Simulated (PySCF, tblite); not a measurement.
**C7H14N2: geometry, infrared bands and NMR shifts**

What infrared bands and NMR shifts should C7H14N2 (`C/C=N\N=C\C(C)(C)C`) show?

Programs: tblite 0.8.0 and PySCF 2.14.0, with density-fitted response routines of our own. Each step states its level of theory. These are calculated values for one molecule in the gas phase, unless marked as measured. Atoms count from 0, in the outputs and in this text.

**1. Starting geometry**

23 atoms, charge 0, multiplicity 1; geometry from: force field or distance geometry start.

Bonds of the start (Å): C0–C1 1.49, C1–N2 1.27, N2–N3 1.41, N3–C4 1.28, C4–C5 1.47, C5–C6 1.51, C5–C7 1.52, C5–C8 1.51, C0–H9 1.12, C0–H10 1.11, C0–H11 1.12, C1–H12 1.08, C4–H13 1.11, C6–H14 1.11, C6–H15 1.09, C6–H16 1.12, C7–H17 1.12, C7–H18 1.11, C7–H19 1.11, C8–H20 1.11, C8–H21 1.11, C8–H22 1.10.

**2. Relaxing the molecule with GFN2-xTB**

The job: settings as JSON, then the geometry in Å.

```
{"job": {"kind": "relax", "xc": "GFN2-xTB", "basis": "xTB"}, "charge": 0, "multiplicity": 1}
C      2.339500    -1.727600     0.938200
C      3.149900    -0.673700     0.271600
N      2.696500     0.457300    -0.100100
N      1.326700     0.713200     0.111000
C      0.397200     0.319100    -0.678400
C     -1.040300     0.564500    -0.477200
C     -1.322300     1.655400     0.532700
C     -1.753700     0.874300    -1.780200
C     -1.644800    -0.712000     0.063200
H      1.282800    -1.354600     0.977000
H      2.421200    -2.710400     0.428600
H      2.719500    -1.824700     1.992300
H      4.201900    -0.864500     0.118100
H      0.680000    -0.230200    -1.601700
H     -1.085200     1.377300     1.581400
H     -0.879400     2.616200     0.283200
H     -2.432800     1.794400     0.512000
H     -2.085700    -0.090100    -2.236500
H     -2.599700     1.567900    -1.610100
H     -0.984700     1.298000    -2.459200
H     -2.741600    -0.578000     0.182900
H     -1.178700    -0.976900     1.035400
H     -1.471200    -1.468100    -0.714900
```

Run with:

```
$ OMP_NUM_THREADS=1 python probes_run.py task.json out
```

This one command runs all jobs of the session in turn.

**Question.** This job is followed by: GFN2-xTB harmonic vibrations, gas phase; GIAO PBE0/pcSseg-1 NMR shielding, non-relativistic, gas phase. Predict these results of the whole session: strongest single infrared mode (GFN2-xTB); zero-point energy (GFN2-xTB); 13C shifts against TMS (PBE0/pcSseg-1, means over atoms taken as alike); 1H shifts against TMS (PBE0/pcSseg-1, means over atoms taken as alike); 15N shifts against NH3 (PBE0/pcSseg-1).

As calculated:

```
                                                               quantity                               value
                              strongest single infrared mode (GFN2-xTB)                2887 cm⁻¹, 94 km/mol
                                           zero-point energy (GFN2-xTB)                      124.5 kcal/mol
13C shifts against TMS (PBE0/pcSseg-1, means over atoms taken as alike)  140.5, 127.9, 37.7, 29.3, 14.0 ppm
 1H shifts against TMS (PBE0/pcSseg-1, means over atoms taken as alike)          6.37, 6.34, 1.70, 1.14 ppm
                                 15N shifts against NH3 (PBE0/pcSseg-1)                    395.2, 380.3 ppm
```

In words: The optimisation took 156 steps and gained 0.767 eV; among the close pairs (by a distance rule), N2–N3 changed most, from 1.409 to 1.290 Å. No mode is imaginary among the 63: a minimum at this level. The strongest single mode, at 2887 cm⁻¹, moves mainly H13. GFN2-xTB is a fitted tight-binding method: band positions and strengths are rough. Its intensities can rank the bands wrongly. At PBE0/pcSseg-1: The largest span, 506 ppm, is at N2, where the paramagnetic term is -456 ppm.
